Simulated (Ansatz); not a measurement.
# One shape, several levels: triplet SnF4

Aim: a comparison of 6 runs (UHF/STO-3G, UHF/def2-SVP, UBHLYP/def2-SVP, UCAM-B3LYP/def2-SVP, UPBE/def2-SVP, RPA@PBE/def2-SVP) of triplet SnF4. 

The calculation is run with Ansatz 0.2.0.

48 further runs of the same task are left out: 21 that didn't finish, 27 set aside as unsound or not needed. Runs told in other sessions of the task aren't counted.

### 1 The system as given

SnF4: 5 atoms, total charge 0, spin state triplet. SMILES of the parent species: `[F][Sn]([F])([F])[F]`. Geometry: relaxed at PBE0-D4/def2-TZVP. That shape belongs to the parent species and isn't relaxed for this state.

Bond lengths: F1–Sn2 1.876 Å, Sn2–F3 1.876 Å, Sn2–F4 1.876 Å, Sn2–F5 1.876 Å. Angles: F1–Sn2–F3 109.5°, F1–Sn2–F4 109.5°, F1–Sn2–F5 109.5°, F3–Sn2–F4 109.5°, F3–Sn2–F5 109.5°, F4–Sn2–F5 109.5°.

### 2 The energy at UHF/STO-3G (run 1)

input.yaml reads:

```yaml
crystal:
  periodic: [false, false, false]
  atoms:
    - {symbol: F, position_ang: [0.130300, -0.871400, 1.656700]}
    - {symbol: Sn, position_ang: [0.009900, -0.014700, -0.008300]}
    - {symbol: F, position_ang: [-1.285400, 1.340000, 0.078100]}
    - {symbol: F, position_ang: [-0.477600, -1.263800, -1.320800]}
    - {symbol: F, position_ang: [1.672500, 0.736200, -0.447200]}
basis:
  gaussian:
    orbitals: STO-3G
output:
  orbitals: {seedname: orbitals}
hamiltonian:
  xc: hf
magnetization:
  spin_polarized: true
  initial_magnetization: 2
accuracy: high
```

The run is started by

```bash
$ ansatz run input.yaml --threads 1 --pin off --max-ram 3480MiB --events-out events.jsonl --progress --plain --runs-dir runs
```

Standard output (excerpt; [...] marks lines left out):

```text
Warning: RAYON_NUM_THREADS=1 ignored (pool sized by the plan → 1); use --threads N
Functional definition: HF
  name "HF"
[...]
933 factors; integrals over basis functions are off by at most 4.6e-9 eV
[...]
mean field -172934.31077695 eV, -6355.2187019668 hartree, gradient 2.4e-8 eV, S^2 2.022679; 5 other end points of the search recorded, 0 dependent functions left out
reference -172934.31077695 eV, -6355.2187019668 hartree; 44, 42 occupied and 3, 5 virtual orbitals, 933 factors
Total energy: -172934.31077695 eV, -6355.2187019668 hartree
```

Wall time 35 s (1 thread of Arm Neoverse V1, shared host); peak memory 0.31 GiB.

### 3 A single-point energy at UHF/def2-SVP (core potential) (run 2)

molecule.yaml reads:

```yaml
basis:
  gaussian:
    orbitals: def2-SVP
crystal:
  periodic: [false, false, false]
  atoms:
    - {symbol: F, position_ang: [0.130300, -0.871400, 1.656700]}
    - {symbol: Sn, position_ang: [0.009900, -0.014700, -0.008300]}
    - {symbol: F, position_ang: [-1.285400, 1.340000, 0.078100]}
    - {symbol: F, position_ang: [-0.477600, -1.263800, -1.320800]}
    - {symbol: F, position_ang: [1.672500, 0.736200, -0.447200]}
magnetization:
  spin_polarized: true
  initial_magnetization: 2
output: {orbitals: {seedname: orbitals}}
hamiltonian:
  xc: hf
accuracy: high
```

The run is started by

```bash
$ ansatz run molecule.yaml --threads 1 --pin off --max-ram 3480MiB --events-out events.jsonl --progress --plain --runs-dir runs
```

Standard output (excerpt; [...] marks lines left out):

```text
Warning: RAYON_NUM_THREADS=1 ignored (pool sized by the plan → 1); use --threads N
[... 2 set-up lines as earlier in the session ...]
[...]
1743 factors; integrals over basis functions are off by at most 3.2e-9 eV
[...]
mean field -16615.38342898 eV, -610.6040787036 hartree, gradient 6.5e-8 eV, S^2 2.011920; 3 other end points of the search recorded, 0 dependent functions left out
reference -16615.38342898 eV, -610.6040787036 hartree; 30, 28 occupied and 52, 54 virtual orbitals, 1743 factors
Total energy: -16615.38342898 eV, -610.6040787036 hartree
```

It took 94 s on 1 thread of Arm Neoverse V1, shared host; peak memory 0.41 GiB.

Runs 3 to 5 aren't shown in full; the table further down has their settings and results.

### 4 The energy at RPA@PBE/def2-SVP (core potential) (run 6)

input.yaml reads:

```yaml
crystal:
  periodic: [false, false, false]
  atoms:
    - symbol: F
      position_ang: [0.130300, -0.871400, 1.656700]
    - symbol: Sn
      position_ang: [0.009900, -0.014700, -0.008300]
    - symbol: F
      position_ang: [-1.285400, 1.340000, 0.078100]
    - symbol: F
      position_ang: [-0.477600, -1.263800, -1.320800]
    - symbol: F
      position_ang: [1.672500, 0.736200, -0.447200]
basis:
  gaussian: {orbitals: def2-SVP}
magnetization: {spin_polarized: true, initial_magnetization: 2}
hamiltonian: {xc: {name: PBE}}
correlation: {method: rpa, frozen_orbitals: {F: 1, Sn: 4}}
accuracy: high
```

The run is started by

```bash
$ ansatz run input.yaml --threads 1 --pin off --max-ram 3480MiB --events-out events.jsonl --progress --plain --runs-dir runs
```

Standard output (excerpt; [...] marks lines left out):

```text
Warning: RAYON_NUM_THREADS=1 ignored (pool sized by the plan → 1); use --threads N
Functional definition: PBE
  name "PBE"
[...]
1743 factors; integrals over basis functions are off by at most 3.2e-9 eV
[...]
mean field -16676.67067613 eV, -612.8563434943 hartree, gradient 8.7e-8 eV, S^2 2.001554; 11 other end points of the search recorded, 0 dependent functions left out
8 core orbitals not correlated: weight in the atoms' cores, before any rotation towards them, 1.000 or more for the frozen orbitals, at most 0.000 for the correlated occupied ones
reference -16610.57544829 eV, -610.4273886724 hartree; 22, 20 occupied and 52, 54 virtual orbitals, 1743 factors
Total energy: -16648.76099405 eV, -611.8306815958 hartree
```

It took 79 s on 1 thread of Arm Neoverse V1, shared host; peak memory 0.45 GiB.

### 5 Overview of the runs

```
run                                 level  core potential  frozen core orbitals   energy (Eh)  HOMO energy (eV)   ⟨S²⟩  wall time
  1                            UHF/STO-3G            none                     –  -6355.218702             -1.40  2.023       35 s
  2         UHF/def2-SVP (core potential)        def2-SVP                     –   -610.604079             -8.07  2.012       94 s
  3      UBHLYP/def2-SVP (core potential)        def2-SVP                     –   -612.945077             -6.61  2.015    2.5 min
  4  UCAM-B3LYP/def2-SVP (core potential)        def2-SVP                     –   -613.071177             -6.81  2.011       71 s
  5        UPBE/def2-SVP (core potential)        def2-SVP                     –   -612.856344             -4.39  2.002       52 s
  6     RPA@PBE/def2-SVP (core potential)        def2-SVP                     8   -611.830682                 –  2.002       79 s
```

### 6 Results

| quantity | value |
| --- | --- |
| run 6: total energy | -611.83068 Eh |
| run 6: RPA correlation energy (valence) | -1403.3 mEh |
| run 6: ⟨S²⟩ of the reference determinant | 2.002 |

**Reading.** Totals of different functionals can't be ranked against each other. Some runs of one species differ in core potentials or relativity; totals across that change don't compare. In run 1 the basis is minimal, so the values are rough. In run 1 relativity is left out where basis or elements ask for it. All runs together took 8 min, the longest 2.5 min.
